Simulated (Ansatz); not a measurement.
# C₃H₅ClSi: a spread of methods and bases, part 2 of 2

Ansatz 0.2.0, Gaussian basis; the settings change from run to run.

**7. B3LYP/aug-cc-pVDZ**

This run has coordinates scaled by 0.96, D3(BJ) with three-body dispersion.

File in.yaml:

```yaml
crystal:
  periodic: [false, false, false]
  atoms:
    - {symbol: Cl, position_ang: [-0.319533, 0.185020, 2.783180]}
    - {symbol: C, position_ang: [-0.128641, 0.076677, 1.157954]}
    - {symbol: C, position_ang: [0.041401, -0.988743, 0.455096]}
    - {symbol: C, position_ang: [0.160654, -0.568918, -0.934066]}
    - {symbol: Si, position_ang: [-0.055910, 1.120080, -0.288774]}
    - {symbol: H, position_ang: [0.087291, -1.974579, 0.799660]}
    - {symbol: H, position_ang: [1.089007, -0.793755, -1.367356]}
    - {symbol: H, position_ang: [-0.599082, -0.938126, -1.555859]}
    - {symbol: H, position_ang: [1.051365, 2.014751, -0.394905]}
    - {symbol: H, position_ang: [-1.246683, 1.818536, -0.652050]}
basis:
  gaussian: {orbitals: aug-cc-pVDZ}
hamiltonian: {xc: {name: B3LYP}, dispersion: d3bjatm}
output: {forces: true}
```

On the command line:

```sh
> ansatz run in.yaml --threads 4 --pin off --events-out ev --progress --plain --max-ram 10444MiB
```

What it wrote (excerpt; [...] marks lines left out):

```text
Functional definition: B3LYP
  name "B3LYP"
  cite "Stephens, Devlin, Chabalowski & Frisch, J. Phys. Chem. 98, 11623 (1994) doi:10.1021/j100096a001"
  cite "Becke, Phys. Rev. A 38, 3098 (1988) doi:10.1103/PhysRevA.38.3098"
  cite "Lee, Yang & Parr, Phys. Rev. B 37, 785 (1988) doi:10.1103/PhysRevB.37.785"
  cite "Vosko, Wilk & Nusair, Can. J. Phys. 58, 1200 (1980) doi:10.1139/p80-159"
[...]
1681 factors; integrals over basis functions are off by at most 5.8e-4 eV
[...]
mean field -23592.08164188 eV, -866.9930090518 hartree, gradient 2.0e-5 eV, S^2 0.000000; 0 other end points of the search recorded, 0 dependent functions left out
[...]
reference -23592.08201698 eV, -866.9930228365 hartree; 27, 27 occupied and 141, 141 virtual orbitals, 1681 factors
Total energy: -23592.55244533 eV, -867.0103107595 hartree
Atom 0 at    -0.319533     0.185020     2.783180 Å, force    -0.387250     0.289399     3.239844 eV/Å
Atom 1 at    -0.128641     0.076677     1.157954 Å, force    -0.326461     2.065230     1.341939 eV/Å
Atom 2 at     0.041401    -0.988743     0.455096 Å, force     0.304357    -2.428363    -0.869885 eV/Å
Atom 3 at     0.160654    -0.568918    -0.934066 Å, force     0.138608    -0.156281    -1.117568 eV/Å
Atom 4 at    -0.055910     1.120080    -0.288774 Å, force    -0.070506     1.713124    -0.683482 eV/Å
Atom 5 at     0.087291    -1.974579     0.799660 Å, force     0.089424    -1.914251     0.670786 eV/Å
Atom 6 at     1.089007    -0.793755    -1.367356 Å, force     1.691187    -0.434282    -0.887413 eV/Å
Atom 7 at    -0.599082    -0.938126    -1.555859 Å, force    -1.358228    -0.695047    -1.227859 eV/Å
Atom 8 at     1.051365     2.014751    -0.394905 Å, force     1.074514     0.875397    -0.108300 eV/Å
Atom 9 at    -1.246683     1.818536    -0.652050 Å, force    -1.155646     0.685074    -0.358062 eV/Å
Dipole moment:     0.045859    -0.115621    -0.321463 e Å
```

It took 3.4 s on 4 threads of Intel Xeon at 2.60GHz, shared host; peak memory 0.51 GiB.

Largest force 3.276 eV/Å, dipole 1.66 D.

**8. B2PLYP/STO-3G**

Options: relativity set to scalar.

File in.yaml:

```yaml
crystal:
  periodic: [false, false, false]
  atoms:
    - {symbol: Cl, position_ang: [-0.332847, 0.192729, 2.899146]}
    - {symbol: C, position_ang: [-0.134001, 0.079872, 1.206202]}
    - {symbol: C, position_ang: [0.043126, -1.029941, 0.474059]}
    - {symbol: C, position_ang: [0.167348, -0.592623, -0.972985]}
    - {symbol: Si, position_ang: [-0.058239, 1.166750, -0.300806]}
    - {symbol: H, position_ang: [0.090928, -2.056853, 0.832979]}
    - {symbol: H, position_ang: [1.134383, -0.826829, -1.424329]}
    - {symbol: H, position_ang: [-0.624043, -0.977214, -1.620686]}
    - {symbol: H, position_ang: [1.095172, 2.098699, -0.411360]}
    - {symbol: H, position_ang: [-1.298628, 1.894309, -0.679219]}
basis:
  gaussian: {orbitals: STO-3G}
hamiltonian: {xc: {name: B2PLYP}, pseudopotentials: {relativity: scalar}}
output: {forces: true}
```

The command is unchanged.

What it wrote (excerpt; [...] marks lines left out):

```text
Functional definition: B2PLYP
  name "B2PLYP"
  cite "Grimme, J. Chem. Phys. 124, 034108 (2006) doi:10.1063/1.2148954"
  cite "Becke, Phys. Rev. A 38, 3098 (1988) doi:10.1103/PhysRevA.38.3098"
  cite "Lee, Yang & Parr, Phys. Rev. B 37, 785 (1988) doi:10.1103/PhysRevB.37.785"
[...]
473 factors; integrals over basis functions are off by at most 3.8e-5 eV
[...]
mean field -23352.53886923 eV, -858.1899745248 hartree, gradient 3.7e-6 eV, S^2 0.000000; 0 other end points of the search recorded, 0 dependent functions left out
13 core orbitals not correlated: weight in the atoms' cores, before any rotation towards them, 0.999 or more for the frozen orbitals, at most 0.000 for the correlated occupied ones
reference -23352.53899567 eV, -858.1899791714 hartree; 14, 14 occupied and 11, 11 virtual orbitals, 473 factors
second order -7.77082967 eV of doubles, -0.00000000 eV of singles
[...]
Relativity: scalar
Atom 0 at    -0.332847     0.192729     2.899146 Å, force    -0.337383     0.255538     2.820401 eV/Å
Atom 1 at    -0.134001     0.079872     1.206202 Å, force     0.244379     0.585893    -2.622686 eV/Å
Atom 2 at     0.043126    -1.029941     0.474059 Å, force     0.047184    -1.332379     0.586583 eV/Å
Atom 3 at     0.167348    -0.592623    -0.972985 Å, force    -0.028634     0.880873    -0.415324 eV/Å
Atom 4 at    -0.058239     1.166750    -0.300806 Å, force    -0.070005     1.567415    -0.576007 eV/Å
Atom 5 at     0.090928    -2.056853     0.832979 Å, force     0.030481    -0.490030     0.105787 eV/Å
Atom 6 at     1.134383    -0.826829    -1.424329 Å, force     0.278672    -0.084032    -0.109185 eV/Å
Atom 7 at    -0.624043    -0.977214    -1.620686 Å, force    -0.229757    -0.127528    -0.165934 eV/Å
Atom 8 at     1.095172     2.098699    -0.411360 Å, force    -0.793914    -0.698458     0.095807 eV/Å
Atom 9 at    -1.298628     1.894309    -0.679219 Å, force     0.858977    -0.557291     0.280558 eV/Å
Dipole moment:     0.047333     0.091479    -0.493064 e Å
```

It took 1.1 s on 4 threads of Intel Xeon at 2.60GHz, shared host.

Largest force 2.852 eV/Å, dipole 2.42 D.

**9. B97/def2-mTZVPP**

Options: multiplicity 3.

Changes to in.yaml since step 8:

```diff
@@ -14,4 +14,5 @@
 basis:
-  gaussian: {orbitals: STO-3G}
-hamiltonian: {xc: {name: B2PLYP}, pseudopotentials: {relativity: scalar}}
+  gaussian: {orbitals: def2-mTZVPP}
+magnetization: {spin_polarized: true, initial_magnetization: 2}
+hamiltonian: {xc: {name: B97}}
 output: {forces: true}
```

The command is unchanged.

What it wrote (excerpt; [...] marks lines left out):

```text
Functional definition: B97
  name "B97"
  cite "Becke, J. Chem. Phys. 107, 8554 (1997) doi:10.1063/1.475007"
[...]
      + integral(e_c_pw_opposite_spin*poly(b97_u_opposite, cos0, cos1, cos2))
1262 factors; integrals over basis functions are off by at most 1.0e-3 eV
[...]
mean field -23585.04339490 eV, -866.7343582460 hartree, gradient 6.3e-5 eV, S^2 2.008191; 0 other end points of the search recorded, 0 dependent functions left out
[...]
reference -23585.04342223 eV, -866.7343592504 hartree; 28, 26 occupied and 108, 110 virtual orbitals, 1262 factors
Total energy: -23585.04342223 eV, -866.7343592504 hartree
Atom 0 at    -0.332847     0.192729     2.899146 Å, force     0.029176    -0.213240    -0.095019 eV/Å
Atom 1 at    -0.134001     0.079872     1.206202 Å, force    -1.121590     7.929799     3.937984 eV/Å
Atom 2 at     0.043126    -1.029941     0.474059 Å, force     1.199106    -8.603745    -4.118119 eV/Å
Atom 3 at     0.167348    -0.592623    -0.972985 Å, force    -0.063218     0.054334     0.527505 eV/Å
Atom 4 at    -0.058239     1.166750    -0.300806 Å, force    -0.097538     0.797671     0.260463 eV/Å
Atom 5 at     0.090928    -2.056853     0.832979 Å, force     0.011584     0.013041    -0.114584 eV/Å
Atom 6 at     1.134383    -0.826829    -1.424329 Å, force     0.134077    -0.060843    -0.115317 eV/Å
Atom 7 at    -0.624043    -0.977214    -1.620686 Å, force    -0.093674    -0.080201    -0.140787 eV/Å
Atom 8 at     1.095172     2.098699    -0.411360 Å, force     0.007616     0.082197    -0.070386 eV/Å
Atom 9 at    -1.298628     1.894309    -0.679219 Å, force    -0.005539     0.080987    -0.071739 eV/Å
Dipole moment:     0.034063    -0.044280    -0.270939 e Å
```

It took 5.5 s on 4 threads of Intel Xeon at 2.60GHz, shared host; peak memory 0.52 GiB.

Largest force 9.614 eV/Å, dipole 1.33 D, ⟨S²⟩ 2.008.

**10. PBE-QIDH/6-31G***

Options: finite nuclei, the search for lower states set to off.

Changes to in.yaml since step 9:

```diff
@@ -14,5 +14,5 @@
 basis:
-  gaussian: {orbitals: def2-mTZVPP}
-magnetization: {spin_polarized: true, initial_magnetization: 2}
-hamiltonian: {xc: {name: B97}}
+  gaussian: {orbitals: "6-31G*", nuclear_model: gaussian}
+hamiltonian: {xc: {name: PBE-QIDH}}
+scf: {lower_state_search: off}
 output: {forces: true}
```

Launched as before.

What it wrote (excerpt; [...] marks lines left out):

```text
Functional definition: PBE-QIDH
  name "PBE-QIDH"
  cite "Brémond, Sancho-García, Pérez-Jiménez & Adamo, J. Chem. Phys. 141, 031101 (2014) doi:10.1063/1.4890314"
  cite "Perdew, Burke & Ernzerhof, Phys. Rev. Lett. 77, 3865 (1996) doi:10.1103/PhysRevLett.77.3865"
[...]
923 factors; integrals over basis functions are off by at most 8.7e-4 eV
[...]
mean field -23566.13803570 eV, -866.0395991097 hartree, gradient 1.1e-6 eV, S^2 0.000000; 0 other end points of the search recorded, 0 dependent functions left out
13 core orbitals not correlated: weight in the atoms' cores, before any rotation towards them, 1.000 or more for the frozen orbitals, at most 0.000 for the correlated occupied ones
reference -23566.13804509 eV, -866.0395994550 hartree; 14, 14 occupied and 66, 66 virtual orbitals, 923 factors
second order -18.34870842 eV of doubles, -0.00000000 eV of singles
[...]
Atom 1 at    -0.134001     0.079872     1.206202 Å, force    -0.000597     0.111408    -0.068327 eV/Å
Atom 2 at     0.043126    -1.029941     0.474059 Å, force     0.025768    -0.255214    -0.047296 eV/Å
Atom 3 at     0.167348    -0.592623    -0.972985 Å, force     0.011861    -0.061134    -0.057761 eV/Å
Atom 4 at    -0.058239     1.166750    -0.300806 Å, force    -0.019336     0.232045    -0.007133 eV/Å
Atom 5 at     0.090928    -2.056853     0.832979 Å, force    -0.001135     0.060448    -0.032389 eV/Å
Atom 6 at     1.134383    -0.826829    -1.424329 Å, force    -0.062923     0.002182     0.040639 eV/Å
Atom 7 at    -0.624043    -0.977214    -1.620686 Å, force     0.051319     0.011926     0.053404 eV/Å
Atom 8 at     1.095172     2.098699    -0.411360 Å, force    -0.071089    -0.059503    -0.000194 eV/Å
Atom 9 at    -1.298628     1.894309    -0.679219 Å, force     0.078299    -0.046700     0.016350 eV/Å
Dipole moment:     0.054003    -0.110253    -0.398378 e Å
Checks for a lower state left out: starts, cluster_reference, orbital_swaps, neighbouring_geometries, increment
```

Wall time 2.9 s (4 threads of Intel Xeon at 2.60GHz, shared host).

Largest force 0.261 eV/Å, dipole 2.00 D.

**11. The runs in one table**

```tsv
level	charge	multiplicity	geometry	functions	energy (eV)	time
r2SCAN/6-31++G**	0	1	relaxed	133	-23587.386	2.3 s
B3LYP5/pcseg-2	0	1	relaxed	228	-23589.376	3.2 s
wB97X/def2-mTZVPP	0	1	relaxed	136	-23591.876	14 s
r2SCAN50/6-31G*	0	1	relaxed	93	-23586.353	1.6 s
PBE0-DH/def2-TZVP	0	1	shaken	197	-23579.344	5 s
B3LYP/aug-cc-pVDZ	0	1	scaled	168	-23592.552	3.4 s
B2PLYP/STO-3G	0	1	relaxed	38	-23354.637	1.1 s
B97/def2-mTZVPP	0	3	relaxed	136	-23585.043	5.5 s
PBE-QIDH/6-31G*	0	1	relaxed	93	-23572.254	2.9 s
```

**12. Outcome**

The summary covers parts 1 to 2.

| quantity | value |
| --- | --- |
| runs | 9 |
| quickest | B2PLYP/STO-3G, 1.1 s |
| slowest | wB97X/def2-mTZVPP, 14 s |
| spread of total energies, same state and geometry | 237.2 eV |
| dipole, same state and geometry | 1.80 to 2.42 D |

Run time spans a factor of 13, from B2PLYP/STO-3G to wB97X/def2-mTZVPP. The jobs differ in tasks and options as well as level. Total energies at one charge and spin differ by 237 eV between levels, so only differences within one level mean anything. Some of these runs are scalar-relativistic and others not, which shifts the totals of all-electron atoms past neon by eV; core potentials, where a basis has them, take the core out of the total altogether. At the PBE0-D4/def2-TZVP geometry and in the same state, runs without warnings or point charges leave forces up to 2.85 eV/Å (B2PLYP/STO-3G), against 9.3 eV/Å where the atoms were moved. At that geometry and state the dipole changes by 34 % between the lowest and highest value.
